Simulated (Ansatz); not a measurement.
# N2H (dinitrogen monohydride) at UB3LYP/6-31G(d) (spherical functions)

Aim: the electronic atomisation energy of N2H (dinitrogen monohydride) at UB3LYP/6-31G* (spherical functions), from 3 runs. 

Program for the calculation: Ansatz 0.2.0.

29 further runs of the same task are left out: 29 set aside as unsound or not needed.

## 1. The system as given

The species is N2H (3 atoms), meant as a doublet with charge 0. SMILES: `[N]=N`. The shape is that of a PBE0-D4/def2-TZVP optimisation.

Bond lengths: N1–N2 1.165 Å, N2–H3 1.057 Å. Angles: N1–N2–H3 117.5°.

## 2. A single-point energy at UB3LYP/6-31G(d) (spherical functions)

job.yaml

```yaml
crystal:
  periodic: [false, false, false]
  atoms:
    - {symbol: N, position_ang: [0.710530, -0.606720, 0.326180]}
    - {symbol: "N", position_ang: [-0.268660, -0.217710, -0.170100]}
    - {symbol: H, position_ang: [-0.441870, 0.824430, -0.156080]}
basis:
  gaussian:
    orbitals: 6-31G_st_-spherical.json
magnetization:
  spin_polarized: true
  initial_magnetization: 1
hamiltonian:
  xc: {name: B3LYP}
accuracy: high
output: {orbitals: {seedname: orbitals}}
```

The basis set 6-31G* is read from a file made from the Basis Set Exchange's data (not shown).

Run with:

```bash
$ ansatz run job.yaml --threads 1 --pin off --max-ram 3480MiB --events-out events.jsonl --progress --plain --runs-dir runs
```

What it wrote:

```text
Warning: RAYON_NUM_THREADS=1 ignored (pool sized by the plan → 1); use --threads N
Functional definition: B3LYP
  name "B3LYP"
  parameter a0 = 0.2
  parameter ax = 0.72
  parameter ac = 0.81
  exchange = (1 - a0 - ax)*slater_x + ax*b88_x + a0*exact_x
  correlation = (1 - ac)*vwn_rpa_c + ac*lyp_c
599 factors; integrals over basis functions are off by at most 2.4e-9 eV
mean field evaluation 1: about -2992.4433 eV, gradient 1.8e1 eV
mean field evaluation 2: about -2992.6711 eV, gradient 1.7e1 eV
mean field evaluation 4: about -2993.9451 eV, gradient 2.0e0 eV
mean field evaluation 8: about -2993.9577 eV, gradient 6.3e-2 eV
mean field evaluation 16: about -2993.9578 eV, gradient 1.1e-5 eV
mean field -2993.95783223 eV, -110.0259209571 hartree, gradient 3.0e-8 eV, S^2 0.754413; 0 other end points of the search recorded, 0 dependent functions left out
reference -2993.95785169 eV, -110.0259216719 hartree; 8, 7 occupied and 22, 23 virtual orbitals, 599 factors
Total energy: -2993.95785169 eV, -110.0259216719 hartree
```

Wall time 1.3 s (1 thread of Arm Neoverse V1, shared host); peak memory 0.11 GiB.

## 3. The H atom, same level

in.yaml

```yaml
crystal:
  periodic: [false, false, false]
  atoms:
    - {symbol: H, position_ang: [0.000000, 0.000000, 0.000000]}
basis:
  gaussian:
    orbitals: "6-31G*"
magnetization:
  spin_polarized: true
  initial_magnetization: 1
hamiltonian:
  xc: {name: B3LYP}
accuracy: high
```

Run with:

```bash
$ ansatz run in.yaml --threads 1 --pin off --max-ram 3480MiB --events-out events.jsonl --progress --plain --runs-dir runs
```

What it wrote, shortened:

```text
Warning: RAYON_NUM_THREADS=1 ignored (pool sized by the plan → 1); use --threads N
[... 7 set-up lines as earlier in the session ...]
3 factors; integrals over basis functions are off by at most 5.4e-10 eV
mean field evaluation 1: about -13.6135 eV, gradient 2.1e-1 eV
mean field evaluation 2: about -13.6127 eV, gradient 2.0e-1 eV
mean field evaluation 4: about -13.6131 eV, gradient 4.2e-7 eV
mean field evaluation 8: about -13.6131 eV, gradient 8.0e-10 eV
mean field -13.61309805 eV, -0.5002721262 hartree, gradient 8.6e-9 eV, S^2 0.750000; 0 other end points of the search recorded, 0 dependent functions left out
reference -13.61311596 eV, -0.5002727842 hartree; 1, 0 occupied and 1, 2 virtual orbitals, 3 factors
Total energy: -13.61311596 eV, -0.5002727842 hartree
```

It took 0.12 s on 1 thread of Arm Neoverse V1, shared host.

## 4. The N atom

in.yaml

```yaml
basis:
  gaussian:
    orbitals: 6-31G_st_-spherical.json
crystal:
  periodic: [false, false, false]
  atoms:
    - {symbol: N, position_ang: [0.000000, 0.000000, 0.000000]}
magnetization:
  spin_polarized: true
  initial_magnetization: 3
hamiltonian:
  xc: {name: B3LYP}
accuracy: high
```

The basis set 6-31G* is read from a file made from the Basis Set Exchange's data (not shown).

Run the same way, it converges to -54.58288 Eh (log not shown).

## 5. What came out

Level: UB3LYP/6-31G* (spherical functions).

| quantity | value |
| --- | --- |
| molecule: total energy | -110.02592 Eh |
| molecule: HOMO energy (highest over α and β) | -5.71 eV |
| molecule: LUMO energy (lowest over α and β) | -1.64 eV |
| molecule: ⟨S²⟩ | 0.754 |
| H atom: total energy | -0.50027 Eh |
| H atom: ⟨S²⟩ | 0.750 |
| N atom: total energy | -54.58288 Eh |
| N atom: ⟨S²⟩ | 3.752 |
| electronic atomisation energy | 9.793 eV |

What this shows: Taking the molecule apart into free atoms costs 9.79 eV (945 kJ/mol), before zero-point energy and without spin-orbit coupling.
